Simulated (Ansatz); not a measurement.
# C2H9NOSiZn: how energies converge with the basis set

An exercise on one series of results from a longer session: the logs are not shown, and one member is left open.

Computed with Ansatz 0.2.0, Gaussian basis. Level: one geometry, several basis sets.

Levels to be run: PBE0-D4/def2-SVP; ωB97M-V/def2-SVP; PBE0-D4/def2-QZVPP; ωB97M-V/def2-QZVPP; the functionals' def2-TZVPP values are taken from earlier runs.

### The relaxed structure

The geometry comes from an earlier relaxation with PBE0-D4 in a triple-zeta def2 set; it is a stationary point, not always the lowest conformer.

SMILES `C[N](C)[Zn][O][SiH3]`, 15 atoms, charge 0, spin multiplicity 1.

Atoms are counted from 1 here; the program's logs count them from 0.

Bond lengths: C1–N2 1.438 Å, C1–H7 1.093 Å, C1–H8 1.101 Å, C1–H9 1.102 Å, N2–C3 1.439 Å, N2–Zn4 1.796 Å, C3–H10 1.102 Å, C3–H11 1.101 Å, C3–H12 1.093 Å, Zn4–O5 1.762 Å, O5–Si6 1.621 Å, Si6–H13 1.494 Å, Si6–H14 1.489 Å, Si6–H15 1.491 Å. Angles: N2–C1–H7 111.6°, N2–C1–H8 111.2°, N2–C1–H9 112.4°, H7–C1–H8 107.2°, H7–C1–H9 107.4°, H8–C1–H9 106.9°, C1–N2–C3 112.6°, C1–N2–Zn4 123.3°, C3–N2–Zn4 123.2°, N2–C3–H10 112.3°, N2–C3–H11 111.2°, N2–C3–H12 111.6°, H10–C3–H11 106.9°, H10–C3–H12 107.4°, H11–C3–H12 107.2°, N2–Zn4–O5 176.0°, Zn4–O5–Si6 142.5°, O5–Si6–H13 112.0° and more.

Set-up of the first run:

Contents of in.yaml:

```yaml
crystal:
  periodic: [false, false, false]
  atoms:
    - {symbol: C, position_ang: [-0.109134, -2.170453, 0.988193]}
    - {symbol: N, position_ang: [0.500317, -1.174566, 0.148046]}
    - {symbol: C, position_ang: [1.923426, -1.347387, 0.028894]}
    - {symbol: Zn, position_ang: [-0.368006, 0.280732, -0.446920]}
    - {symbol: O, position_ang: [-1.253061, 1.642848, -1.129451]}
    - {symbol: Si, position_ang: [-1.615200, 3.200825, -0.869219]}
    - {symbol: H, position_ang: [-1.191424, -2.034127, 1.052459]}
    - {symbol: H, position_ang: [0.067973, -3.184282, 0.596315]}
    - {symbol: H, position_ang: [0.286869, -2.150599, 2.016648]}
    - {symbol: H, position_ang: [2.436633, -1.280572, 1.002068]}
    - {symbol: H, position_ang: [2.170559, -2.332619, -0.396563]}
    - {symbol: H, position_ang: [2.366249, -0.593056, -0.626105]}
    - {symbol: H, position_ang: [-1.602824, 3.542370, 0.585237]}
    - {symbol: H, position_ang: [-2.972969, 3.499557, -1.401264]}
    - {symbol: H, position_ang: [-0.639397, 4.101318, -1.548309]}
basis:
  gaussian: {orbitals: def2-SVP}
hamiltonian: {xc: pbe0, dispersion: d4}
output: {orbitals: {seedname: orbitals}}
```

Command:

```console
> ansatz run in.yaml --threads 2 --pin off --events-out ev --progress --plain --max-ram 22528MiB --backend cpu
```

Steps of the session up to this table: PBE0-D4 in def2-SVP; ωB97M-V in def2-SVP; PBE0-D4 in def2-QZVPP; ωB97M-V in def2-QZVPP.

One of the session's tables, all rows but one given; the rest of the session is left out.

It belongs to the step «Functionals by basis». 

| functional | basis | HOMO (eV) |
| --- | --- | --- |
| PBE0-D4 | def2-SVP | ? |
| PBE0-D4 | def2-TZVPP | -6.03 |
| PBE0-D4 | def2-QZVPP | -6.03 |
| ωB97M-V | def2-SVP | -8.09 |
| ωB97M-V | def2-TZVPP | -8.33 |
| ωB97M-V | def2-QZVPP | -8.34 |

Q: Estimate the row for PBE0-D4, def2-SVP from the others.

As computed: HOMO (eV): -5.79. In the column «HOMO (eV)» it is the highest.
